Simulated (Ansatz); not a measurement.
# B4As3N: the band gap up the ladder of functionals

An exercise on one series of results from a longer session: the logs are not shown, and one member is left open.

Code: Ansatz 0.2.0. PAW datasets, plane waves. The cell comes from a prototype generator: it can be a known phase or a hypothetical one. Spin polarisation is off.

## Starting point

The cell was relaxed beforehand with r2SCAN.

It is monoclinic, Cm (No. 8); a = 10.526 Å, b = 3.223 Å, c = 5.556 Å, β = 100.0° in the conventional setting, 11.60 Å³ an atom. Around N lie 4 B at 1.59–1.87 Å; around As lie 4 B at 2.03–2.18 Å; around As lie 4 B at 1.98–2.09 Å; around As lie 4 B at 1.99–2.05 Å; around B lie 2 N at 1.87 Å and 2 As at 2.05–2.18 Å.

Structure file:

```
N As B
1.0
     5.26315   -1.61130   -0.00166
     5.26315    1.61130   -0.00166
    -0.95865    0.00000    5.47290
N As B
1 3 4
Direct
  0.00240 0.00240 0.01113
  0.50283 0.50283 0.49455
  0.74446 0.74446 0.23523
  0.25190 0.25190 0.76733
  0.44904 0.44904 0.85563
  0.94539 0.94539 0.26328
  0.15577 0.15577 0.05694
  0.69821 0.69821 0.56591
```

Set-up of the first run:

input.yaml reads:

```yaml
crystal:
  lattice:
    - [5.2631474386, -1.6112977965, -0.0016576407]
    - [5.2631474386, 1.6112977965, -0.0016576407]
    - [-0.9586497393, 0.0, 5.4729043792]
  atoms:
    - { symbol: "N", position: [0.002404612, 0.002404612, 0.0111311065] }
    - { symbol: As, position: [0.502831303, 0.502831303, 0.4945451016] }
    - { symbol: As, position: [0.7444577111, 0.7444577111, 0.2352333209] }
    - { symbol: As, position: [0.2519004251, 0.2519004251, 0.7673280573] }
    - { symbol: B, position: [0.4490386256, 0.4490386256, 0.8556279006] }
    - { symbol: B, position: [0.9453876005, 0.9453876005, 0.2632827025] }
    - { symbol: B, position: [0.1557681804, 0.1557681804, 0.0569433699] }
    - { symbol: B, position: [0.6982115423, 0.6982115423, 0.5659084407] }
kpoints:
  mp_grid: { grid: [8, 8, 6] }
  band_path:
    path:
      - [[0.0, 0.0, 0.0], [-0.2741531172421, 0.2741531172421, -3.726450405513e-19]]
      - [[0.2741531172421, 0.7258468827579, -8.89484464809e-17], [0.5, 0.5, -8.89484464809e-17], [0.0, 0.0, 0.0], [0.5, 0.5, -0.5], [0.2662439923098, 0.7337560076902, -0.5]]
      - [[-0.2662439923098, 0.2662439923098, -0.5], [-2.665052288203e-20, -4.262084897079e-20, -0.5], [0.0, 0.0, 0.0]]
      - [[-6.370703059065e-18, 0.5, -0.5], [0.0, 0.0, 0.0], [1.202944285286e-17, 0.5, -4.447422324045e-17]]
    npoints: 10
hamiltonian:
  xc: pbe
scf:
  occupations: { method: fermi_dirac, width: 0.02 }
  n_extra_bands: 6
output:
  forces: true
  stress: true
  eigenvalues: true
```

The run is started by

```console
> ansatz run input.yaml --threads 4 --pin off --max-ram 6451MiB --backend cpu --events-out ev --progress --plain --runs-dir out
```

Steps of the session up to this table: PBE band path; Single point with r2SCAN; HSE06 at the same geometry; PBE+SOC.

One of the session's tables, all rows but one given; the rest of the session is left out.

| level | gap (eV) |
| --- | --- |
| PBE | 0.04 |
| r2SCAN | ? |
| HSE06 | 0.73 |
| PBE+SOC | 0.03 |

Estimate the missing values for r2SCAN.

**Answer.** gap (eV): 0.18. In the column «gap (eV)» it lies between PBE (0.04) and HSE06 (0.73).

Meshes: PBE 8×8×6, r2SCAN 8×8×6, HSE06 6×6×4, PBE+SOC 8×8×6

PBE+SOC gives the least gap, 0.03 eV, and HSE06 the largest, 0.73 eV. PBE reaches 6 % of the HSE06 value, and r2SCAN 24 %.

To keep in mind: Warnings in the runs' records: stress scf threshold loose, stress exchange threshold loose.
